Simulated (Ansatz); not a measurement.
# C2H4Cl2Si, SMILES C=C[SiH](Cl)Cl: a single point from an input written key by key

Program: Ansatz's Python interface.

`c2h4cl2si.yaml`
```yaml
crystal:
  periodic: [false, false, false]
  atoms:
    - { symbol: C, position_ang: [-0.1528, 0.8058, 1.3818] }
    - { symbol: C, position_ang: [-0.482, -0.0747, 0.4369] }
    - { symbol: Si, position_ang: [0.4266, -0.4175, -1.0996] }
    - { symbol: Cl, position_ang: [0.9999, -2.3886, -0.9724] }
    - { symbol: Cl, position_ang: [-0.8974, -0.2197, -2.6081] }
    - { symbol: H, position_ang: [0.6552, 1.5328, 1.303] }
    - { symbol: H, position_ang: [-0.8154, 0.9641, 2.2453] }
    - { symbol: H, position_ang: [-1.312, -0.6882, 0.5586] }
    - { symbol: H, position_ang: [1.6664, 0.4397, -1.2626] }
basis:
  gaussian: { orbitals: def2-SVP }
hamiltonian:
  xc: pbe0
```

Notebook, run cell by cell (the value of a cell's last expression is shown):

```python
import ansatz as az
```

```python
session = az.Session.from_deck("c2h4cl2si.yaml")
r = session.plan(threads=1).execute().report
```

```python
for key in ("converged", "free_energy_ev", "reference_energy_ev", "n_frozen", "n_occupied", "n_virtual"):
    print(f"{key:22s} {r[key]}")
symbols = ["C", "C", "Si", "Cl", "Cl", "H", "H", "H", "H"]
state = r["mean_field"]["state"]
print(f"mean field: {state['energy']['hartree']:.7f} Ha, <S^2> = {abs(state['spin_squared']):.4f}, stability: {state.get('stability', {}).get('kind')}")
```

    converged              True
    free_energy_ev         -35038.12625846691
    reference_energy_ev    -35038.12625846691
    n_frozen               0
    n_occupied             [32, 32]
    n_virtual              [70, 70]
    mean field: -1287.6273903 Ha, <S^2> = 0.0000, stability: minimum

Total energies depend on the basis set; only differences at equal settings carry meaning. The geometry is a force-field or estimated start, not a minimum of this method, and the basis set is short of its limit. Wall time of the script: 3.7 s on 1 thread of Arm Neoverse V2 (shared host), peak memory 0.25 GiB.
